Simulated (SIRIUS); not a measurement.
# TaN (Fm-3m) in SIRIUS: reference runs

Reference runs on TaN: the cell as given.

All numbers are computed with SIRIUS 7.10.0; they aren't measurements. Logs are shortened: lines on timing, memory, paths and dates and some standing lists are left out, and cuts for length are marked. The log counts tension as positive stress, the text compression.

## Step 1: Starting point

It takes space group Fm-3m (No. 225, cubic). Conventional cell: a = 4.358 Å, b = 4.358 Å, c = 4.358 Å, α = 90.00°, β = 90.00°, γ = 90.00°. Ta (site symmetry m-3m) has 6 N at 2.18 Å as nearest neighbours. Around N (site symmetry m-3m) lie 6 Ta at 2.18 Å.

## Step 2: Single point, PBE

sirius.json reads:

```json
{
  "control": {
    "processing_unit": "cpu",
    "verbosity": 2,
    "num_bands_to_print": 16,
    "print_forces": true,
    "print_stress": true
  },
  "parameters": {
    "electronic_structure_method": "pseudopotential",
    "xc_functionals": ["XC_GGA_X_PBE", "XC_GGA_C_PBE"],
    "gk_cutoff": 9.2,
    "pw_cutoff": 18.4,
    "ngridk": [10, 10, 10],
    "shiftk": [0, 0, 0],
    "smearing": "fermi_dirac",
    "smearing_width": 0.0018374661,
    "num_bands": 16,
    "num_mag_dims": 0,
    "num_dft_iter": 100,
    "energy_tol": 1e-08,
    "density_tol": 1e-06
  },
  "iterative_solver": {
    "type": "davidson",
    "min_tolerance": 1e-09,
    "tolerance_scale": [0.1, 0.25]
  },
  "mixer": {
    "type": "anderson",
    "beta": 0.7,
    "max_history": 8
  },
  "settings": {
    "tol_ne": 1e-10,
    "pseudo_grid_cutoff": 6.5
  },
  "unit_cell": {
    "lattice_vectors": [
      [0.0, 0.707106781187, 0.707106781187],
      [0.707106781187, 0.0, 0.707106781187],
      [0.707106781187, 0.707106781187, 0.0]
    ],
    "lattice_vectors_scale": 5.8233293905,
    "atom_coordinate_units": "lattice",
    "atom_types": ["Ta", "N"],
    "atom_files": {
      "Ta": "Ta.json",
      "N": "N.json"
    },
    "atoms": {
      "Ta": [
        [0.5, 0.5, 0.5]
      ],
      "N": [
        [0.0, 0.0, 0.0]
      ]
    }
  }
}
```

Potentials or basis: PseudoDojo 0.4.1 PBE standard (scalar relativistic).

Command:

```console
upf_to_json Ta.upf
upf_to_json N.upf
OMP_NUM_THREADS=1 sirius.scf --input=sirius.json --output=out.json --task=0
```

Standard output:

```text
[info] SIRIUS version : 7.10.0
[info] number of MPI ranks           : 1
[info] MPI grid                      : 1 1
[info] maximum number of OMP threads : 1
[fft] FFT context for density and potential
[fft] =====================================
[fft]   comm size                             : 1
[fft]   plane wave cutoff                     : 18.4
[fft]   grid size                             : 40 40 40   total : 64000
[fft]   grid limits                           : -19 20   -19 20   -19 20
[fft]   number of G-vectors within the cutoff : 7325
[fft]   local number of G-vectors             : 7325
[fft]   number of G-shells                    : 426
[fft] FFT context for coarse grid
[fft] =====================================
[fft]   comm size                             : 1
[fft]   plane wave cutoff                     : 18.4
[fft]   grid size                             : 40 40 40   total : 64000
[fft]   grid limits                           : -19 20   -19 20   -19 20
[fft]   number of G-vectors within the cutoff : 7325
[fft]   local number of G-vectors             : 7325
[fft]   number of G-shells                    : 426
[unit cell] lattice vectors
[unit cell]   a1 :       0.0000000000      4.1177157011      4.1177157011
[unit cell]   a2 :       4.1177157011      0.0000000000      4.1177157011
[unit cell]   a3 :       4.1177157011      4.1177157011      0.0000000000
[unit cell] reciprocal lattice vectors
[unit cell]   b1 :      -0.7629454974      0.7629454974      0.7629454974
[unit cell]   b2 :       0.7629454974     -0.7629454974      0.7629454974
[unit cell]   b3 :       0.7629454974      0.7629454974     -0.7629454974
[unit cell] unit cell volume :       139.63653735 [a.u.^3]
[unit cell] 1/sqrt(omega)    :         0.08462535
[unit cell] MT volume        :         0.00000000 ( 0.00%)
[unit cell] IT volume        :       139.63653735 (100.00%)
[unit cell] number of atom types : 2
[unit cell] type id : 0 symbol : Ta mt_radius :  14.490000 num_atoms : 1
[unit cell] type id : 1 symbol :  N mt_radius :  10.570000 num_atoms : 1
[unit cell] total number of atoms : 2
[unit cell] number of symmetry classes : 2
[unit cell] number of PAW atoms : 0
[unit cell] atom id  type id  class id             position                      vector_field
[unit cell] ------------------------------------------------------------------------------------------
[unit cell]      0        0        0      0.50000   0.50000   0.50000      0.00000   0.00000   0.00000
[unit cell]      1        1        1      0.00000   0.00000   0.00000      0.00000   0.00000   0.00000
[unit cell] atom id         position (Cartesian, a.u.)
[unit cell] ---------------------------------------------
[unit cell]      0       4.117716    4.117716    4.117716
[unit cell]      1       0.000000    0.000000    0.000000
[unit cell] class id : 0 atom id : 0
[unit cell] class id : 1 atom id : 1
[unit cell] minimum bond length:     4.117716
[unit cell] total number of pseudo wave-functions: 14
[sym] space group number   : 225
[sym] international symbol : Fm-3m
[sym] Hall symbol          : -F 4 2 3
[sym] space group transformation matrix :
[sym]   0.0000  0.5000  0.5000
[sym]   0.5000  0.0000  0.5000
[sym]   0.5000  0.5000  0.0000
[sym] space group origin shift :
[sym]   0.0000  0.0000  0.0000
[sym] number of space group operations  : 48
[sym] number of magnetic group operations : 48
[sym] metric tensor error: 0.0000e+00
[sym] rotation matrix error: 3.3307e-16
[sym] symmetry operations
[... list of symmetry operations ...]
[atom type] label          : Ta
[atom type] --------------------------------------------------------------------------------
[atom type] symbol         : Ta
[atom type] name           :
[atom type] zn             : 13
[atom type] mass           : 0
[... 271 lines left out ...]
[find] bands are converged : true
[find] iterative solver converged : false
[find] +------------------------------+
[find] | SCF iteration  11 out of 100|
[find] +------------------------------+
[diagonalize] iterative solver tolerance (occupied, empty): 2.35969e-09 2.35969e-09
[diagonalize] average number of iterations: 2.21277
[diagonalize] Lowest band energies
[diagonalize] ik:    0   -1.739189   -0.497062   -0.497062   -0.497062    0.115465    0.671354    0.671354    0.671354    0.736086    0.736086    0.736086    0.819265    0.819265    0.879667    1.152283    1.722878
[diagonalize] ik:    1   -1.738966   -0.500637   -0.497380   -0.497380    0.124680    0.630482    0.643330    0.643330    0.749648    0.749648    0.752289    0.853878    0.853878    0.905072    1.179999    1.614556
[diagonalize] ik:    2   -1.738381   -0.509702   -0.498206   -0.498206    0.149779    0.562245    0.598409    0.598409    0.773091    0.780559    0.780559    0.925359    0.925359    0.958408    1.245380    1.492281
[diagonalize] ik:    3   -1.737655   -0.520377   -0.499219   -0.499219    0.183994    0.497108    0.561271    0.561271    0.804035    0.823912    0.823912    1.001315    1.003536    1.003536    1.273209    1.414472
[diagonalize] ik:    4   -1.737066   -0.528634   -0.500031   -0.500031    0.216871    0.446871    0.537750    0.537750    0.851156    0.868144    0.868144    0.993446    1.071023    1.071023    1.256552    1.311263
[diagonalize] ...
[diagonalize] ik:   42   -1.736167   -0.518921   -0.518467   -0.505889    0.192126    0.512988    0.561065    0.567204    0.775577    0.854518    0.930318    0.981056    1.024003    1.178578    1.231754    1.260102
[diagonalize] ik:   43   -1.736066   -0.524780   -0.510304   -0.508912    0.169632    0.566485    0.583201    0.599150    0.688887    0.922371    0.930606    0.952208    1.004067    1.096964    1.169631    1.378743
[diagonalize] ik:   44   -1.736259   -0.521689   -0.513571   -0.506495    0.190845    0.514374    0.562251    0.565802    0.769371    0.859671    0.937100    0.954959    1.038018    1.163485    1.209782    1.294775
[diagonalize] ik:   45   -1.736138   -0.520062   -0.516048   -0.507651    0.191326    0.518872    0.560470    0.564397    0.809181    0.812009    0.944285    0.982780    1.005536    1.193905    1.228958    1.276607
[diagonalize] ik:   46   -1.736064   -0.520391   -0.514863   -0.509508    0.184749    0.543799    0.562285    0.565416    0.765747    0.850580    0.952493    0.965442    0.997112    1.173106    1.226488    1.302129
[find] Charges and magnetic moments
[find] --------------------------------------------------------------------------------
[find] total charge          : 18.000000
[find] Energy
[find] --------------------------------------------------------------------------------
[find] valence_eval_sum               :      -1.35807674
[find] <rho|V^{XC}>                   :     -13.73593269
[find] <rho|E^{XC}>                   :     -17.96749699
[find] <mag|B^{XC}>                   :       0.00000000
[find] <rho|V^{H}>                    :      14.69226858
[find] one-electron contribution      :      -2.31441263 (Ha),      -4.62882526 (Ry)
[find] hartree contribution           :       7.34613429
[find] xc contribution                :     -17.96749699
[find] ewald contribution             :     -62.60318780
[find] PAW contribution               :       0.00000000
[find] smearing (-TS)                 :      -0.00019444
[find] SCF correction                 :       0.00001637
[find] Total energy                   :     -75.53894676 (Ha),    -151.07789352 (Ry)
[find] Free energy (E-TS)             :     -75.53914120 (Ha),    -151.07828240 (Ry)
[find] band gap (eV)                  :       0.00000000
[find] Efermi                         :       0.81653729
[find] iteration : 11, RMS : 4.649799595151e-07, energy difference : 7.472280572074e-09
[find] Hartree energy of density residual : 8.255917974468e-12
[find] bands are converged : true
[find] iterative solver converged : true
[find] converged after 12 SCF iterations!
[find] Charges and magnetic moments
[find] --------------------------------------------------------------------------------
[find] total charge          : 18.000000
[find] Energy
[find] --------------------------------------------------------------------------------
[find] valence_eval_sum               :      -1.35807674
[find] <rho|V^{XC}>                   :     -13.73593269
[find] <rho|E^{XC}>                   :     -17.96749699
[find] <mag|B^{XC}>                   :       0.00000000
[find] <rho|V^{H}>                    :      14.69226858
[find] one-electron contribution      :      -2.31441263 (Ha),      -4.62882526 (Ry)
[find] hartree contribution           :       7.34613429
[find] xc contribution                :     -17.96749699
[find] ewald contribution             :     -62.60318780
[find] PAW contribution               :       0.00000000
[find] smearing (-TS)                 :      -0.00019444
[find] SCF correction                 :       0.00001637
[find] Total energy                   :     -75.53894676 (Ha),    -151.07789352 (Ry)
[find] Free energy (E-TS)             :     -75.53914120 (Ha),    -151.07828240 (Ry)
[find] band gap (eV)                  :       0.00000000
[find] Efermi                         :       0.81653729
[ground_state] === stress tensor components [kbar] ===
[ground_state] === stress_kin ===
[ground_state] -34366.821407    0.000000   -0.000000
[ground_state]     0.000000-34366.821407   -0.000000
[ground_state]    -0.000000   -0.000000-34366.821407
[ground_state] === stress_har ===
[ground_state] -5159.363694    0.000000    0.000000
[ground_state]     0.000000-5159.363694   -0.000000
[ground_state]     0.000000   -0.000000-5159.363694
[ground_state] === stress_ewald ===
[ground_state] 43967.698051   -0.000000    0.000000
[ground_state]    -0.00000043967.698051    0.000000
[ground_state]     0.000000    0.00000043967.698051
[ground_state] === stress_vloc ===
[ground_state] -1581.807859    0.000000   -0.000000
[ground_state]     0.000000-1581.807859   -0.000000
[ground_state]    -0.000000   -0.000000-1581.807859
[ground_state] === stress_xc ===
[ground_state] -8567.135713    0.000000   -0.000000
[ground_state]     0.000000-8567.135713   -0.000000
[ground_state]    -0.000000   -0.000000-8567.135713
[ground_state] === stress_core ===
[ground_state] 17522.907810   -0.000000   -0.000000
[ground_state]    -0.00000017522.907810    0.000000
[ground_state]    -0.000000    0.00000017522.907810
[ground_state] === stress_nonloc ===
[ground_state] -11955.937846    0.000000   -0.000000
[ground_state]     0.000000-11955.937846   -0.000000
[ground_state]    -0.000000   -0.000000-11955.937846
[ground_state] === stress_us_nl ===
[ground_state] -11955.937846    0.000000   -0.000000
[ground_state]     0.000000-11955.937846   -0.000000
[ground_state]    -0.000000   -0.000000-11955.937846
[ground_state] === stress_total ===
[ground_state]  -140.460657   -0.000000   -0.000000
[ground_state]    -0.000000 -140.460657    0.000000
[ground_state]    -0.000000    0.000000 -140.460657
[ground_state] ==== total Forces in Ha/bohr =====
[ground_state] atom:    0, force:       0.0000000      0.0000000      0.0000000
[ground_state] atom:    1, force:       0.0000000      0.0000000      0.0000000
[ground_state] ==== ultrasoft contribution from Qij =====
[ground_state] atom:    0, force:       0.0000000      0.0000000      0.0000000
[ground_state] atom:    1, force:       0.0000000      0.0000000      0.0000000
[ground_state] ==== non-local contribution from Beta-projector =====
[ground_state] atom:    0, force:       0.0000000      0.0000000      0.0000000
[ground_state] atom:    1, force:       0.0000000      0.0000000      0.0000000
[ground_state] ==== contribution from local potential =====
[ground_state] atom:    0, force:       0.0000000      0.0000000      0.0000000
[ground_state] atom:    1, force:       0.0000000      0.0000000      0.0000000
[ground_state] ==== contribution from core density =====
[ground_state] atom:    0, force:       0.0000000      0.0000000      0.0000000
[ground_state] atom:    1, force:       0.0000000      0.0000000      0.0000000
[ground_state] ==== Ewald forces from ions =====
[ground_state] atom:    0, force:       0.0000000      0.0000000      0.0000000
[ground_state] atom:    1, force:       0.0000000      0.0000000      0.0000000
[~DFT_ground_state] local op. applied: 20702
[~DFT_ground_state] evp. work count: 5303.3
[~DFT_ground_state] number of iterative solver steps: 1387
```

Wall time 37 s (1 thread of Arm Neoverse V1, shared host); peak memory 0.29 GiB.

Results:

| Property | Result |
| --- | --- |
| Free energy | -2055.5247 eV |
| Pressure | 14.0 GPa |
| Band gap on the k mesh | none (metal or under the smearing width) |
